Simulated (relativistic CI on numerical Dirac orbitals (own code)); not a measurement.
**Tc⁺: 4p photoemission multiplets**

Aim: the 4p photoemission spectrum of Tc⁺ in 3 surroundings, from the same atomic integrals.

Method: Dirac-Coulomb-Breit CI, KLI orbitals optimised for each configuration, model QED (radiative potential, 1s self-energy scaled to tabulated hydrogen-like ionisation energies), valence Slater integrals scaled by 0.7, multiplet model of photoemission in the sudden approximation in a parametric crystal field. Code: relativistic CI on numerical Dirac orbitals (own code) version 1.

### 1 What is computed

```
ion            : Tc⁺ (Tc II)
nuclear charge : 43
electrons      : 42
configurations : [Kr] 4d6 → [Ar] 3d10 4s2 4p5 4d6
temperature    : 300 K
widths         : Lorentz 1.2 eV, Gauss 0.6 eV
surrounding 1  : D4h, 10Dq = 24950, Ds = 2910, Dt = 860 cm⁻¹
surrounding 2  : D3d, 10Dq = 15100, Dsigma = 520, Dtau = 380 cm⁻¹
surrounding 3  : Td, 10Dq = -11500 cm⁻¹
```

### 2 Surrounding 1: D4h, 10Dq = 24950, Ds = 2910, Dt = 860

The run's settings:

```ini
atom Tc  Z=43  charge=1  electrons=42
nucleus A=97  rms_radius_fm=4.4112
hamiltonian dirac-coulomb  breit=on  qed=on  c_scale=1
orbitals kli  potential=per-configuration
slater_scale 0.7
correlation none
mixing on
configurations
  [Kr] 4d6
  [Ar] 3d10 4s2 4p5 4d6
end
photoemission 4p T=300 lorentz=1.2 gauss=0.6
crystal_field D4h 10Dq=24950 Ds=2910 Dt=860
```

From the run's result record (rounded, not every field):

```text
{
  "status": "converged",
  "curve, one point in 3 above 2 % of the maximum [energy, intensity] [eV; 1/eV]": [
    [50.2, 0.004934],
    [50.8, 0.006188],
    [51.4, 0.008016],
    [52, 0.01085],
    [52.6, 0.0156],
    [53.2, 0.0246],
    [53.8, 0.0448],
    [54.4, 0.09711],
    [55, 0.2031],
    [55.6, 0.2274],
    [56.2, 0.1395],
    [56.8, 0.096],
    [57.4, 0.09384],
    [58, 0.09508],
    [58.6, 0.07817],
    [59.2, 0.06146],
    [59.8, 0.04575],
    [60.4, 0.03542],
    [61, 0.03063],
    [61.6, 0.03123],
    [62.2, 0.03258],
    [62.8, 0.03091],
    [63.4, 0.03179],
    [64, 0.03183],
    [64.6, 0.02689],
    [65.2, 0.02089],
    [65.8, 0.01489],
    [66.4, 0.01133],
    [67, 0.00937],
    [67.6, 0.008316],
    [68.2, 0.007636],
    [68.8, 0.006088]
  ],
  "sticks, the strongest [energy, strength] [eV, share]": [
    [54.61, 0.0119],
    [54.98, 0.02896],
    [55.27, 0.2137],
    [55.41, 0.1657],
    [55.45, 0.01281],
    [55.5, 0.03873],
    [55.83, 0.01171],
    [55.98, 0.01327],
    [56.42, 0.01277],
    [57.41, 0.01035],
    [57.56, 0.01629],
    [57.96, 0.03754],
    [58.07, 0.02424],
    [58.91, 0.01878]
  ],
  "centroid [eV]": 57.6302,
  "spread [eV]": 3.20134,
  "peak [eV]": 55.4,
  "ground_S": 0.0382126,
  "radial 4p5 4d6 [Ha, bohr]": {"<r^-3>(4p)": 65.017, "<r^1>(4p)": 1.1689, "<r^2>(4p)": 1.5628, "<r^4>(4p)": 3.8413, "zeta(4p)": 0.070855, "<r^-3>(4d)": 5.3111, "<r^1>(4d)": 1.5885, "<r^2>(4d)": 2.9948, "<r^4>(4d)": 16.426, "F2(4d,4d)": 0.28594, "F4(4d,4d)": 0.18654, "F2(4p,4d)": 0.31626, "G1(4p,4d)": 0.39302, "G3(4p,4d)": 0.23952, "zeta(4d)": 0.0039507}
}
```

Wall time 1.5 s (1 thread, shared host).

### 3 Surrounding 2: D3d, 10Dq = 15100, Dsigma = 520, Dtau = 380

Settings: those of step 2 with these lines changed.

```diff
@@ -12,2 +12,2 @@
 photoemission 4p T=300 lorentz=1.2 gauss=0.6
-crystal_field D4h 10Dq=24950 Ds=2910 Dt=860
+crystal_field D3d 10Dq=15100 Dsigma=520 Dtau=380
```

Results of the run:

```text
{
  "status": "converged",
  "curve, one point in 4 above 2 % of the maximum [energy, intensity] [eV; 1/eV]": [
    [50.2, 0.004986],
    [51, 0.00681],
    [51.8, 0.009927],
    [52.6, 0.016],
    [53.4, 0.03059],
    [54.2, 0.07888],
    [55, 0.2076],
    [55.8, 0.193],
    [56.6, 0.1021],
    [57.4, 0.08908],
    [58.2, 0.08272],
    [59, 0.07029],
    [59.8, 0.04368],
    [60.6, 0.03345],
    [61.4, 0.03376],
    [62.2, 0.03511],
    [63, 0.03498],
    [63.8, 0.0353],
    [64.6, 0.02664],
    [65.4, 0.01586],
    [66.2, 0.01218],
    [67, 0.01086],
    [67.8, 0.009618],
    [68.6, 0.005616]
  ],
  "sticks, the strongest [energy, strength] [eV, share]": [
    [54.88, 0.04195],
    [54.94, 0.02342],
    [55.17, 0.1023],
    [55.38, 0.03321],
    [55.42, 0.03757],
    [55.46, 0.04762],
    [55.49, 0.07933],
    [55.6, 0.03695]
  ],
  "centroid [eV]": 57.628,
  "spread [eV]": 3.2073,
  "peak [eV]": 55.4,
  "ground_S": 0.0407039
}
```

It took 1.5 s on 1 thread, shared host.

### 4 Surrounding 3: Td, 10Dq = -11500

Settings: those of step 3 with these lines changed.

```diff
@@ -12,2 +12,2 @@
 photoemission 4p T=300 lorentz=1.2 gauss=0.6
-crystal_field D3d 10Dq=15100 Dsigma=520 Dtau=380
+crystal_field Td 10Dq=-11500
```

Results of the run:

```text
{
  "status": "converged",
  "curve, one point in 5 above 2 % of the maximum [energy, intensity] [eV; 1/eV]": [
    [47.8, 0.003423],
    [48.8, 0.004819],
    [49.8, 0.007382],
    [50.8, 0.01304],
    [51.8, 0.0305],
    [52.8, 0.1084],
    [53.8, 0.1623],
    [54.8, 0.1125],
    [55.8, 0.07539],
    [56.8, 0.05692],
    [57.8, 0.05258],
    [58.8, 0.04105],
    [59.8, 0.02698],
    [60.8, 0.02356],
    [61.8, 0.02484],
    [62.8, 0.03324],
    [63.8, 0.04407],
    [64.8, 0.04944],
    [65.8, 0.05004],
    [66.8, 0.02176],
    [67.8, 0.008576],
    [68.8, 0.004444]
  ],
  "sticks, the strongest [energy, strength] [eV, share]": [
    [53.14, 0.02686],
    [53.15, 0.06917],
    [53.17, 0.02648],
    [53.18, 0.02351],
    [53.78, 0.01874],
    [53.82, 0.0277],
    [53.93, 0.02015],
    [54.75, 0.0174]
  ],
  "centroid [eV]": 57.4068,
  "spread [eV]": 4.49275,
  "peak [eV]": 53.6,
  "ground_S": 1.76782
}
```

Run time: 1.4 s. Hardware: 1 thread, shared host.

### 5 Comparison

| surrounding | ground S | centroid (eV) | spread (eV) | up to four highest peaks (% of the highest), eV |
| --- | --- | --- | --- | --- |
| 1: D4h | 0.04 | 57.63 | 3.20 | 55.4 (100), 57.8 (40), 62.0 (14), 63.8 (13) |
| 2: D3d | 0.04 | 57.63 | 3.21 | 55.4 (100), 62.6 (15), 63.8 (15) |
| 3: Td | 1.77 | 57.41 | 4.49 | 53.6 (100), 65.4 (32) |

### 6 What came out

| quantity | value |
| --- | --- |
| highest peak, first run | 55.4 eV |
| ground spin (effective S from ⟨S²⟩) | 0.04 to 1.77 |

What this shows: The ground spin changes between the runs (1.77 to 0.04), and the line shape with it. The position of the maximum differs by up to 1.8 eV between the surroundings, by shifts of peaks or by peaks exchanging rank. Energies are those of the free ion without screening by ligands; binding energies in solids differ by tens of eV.
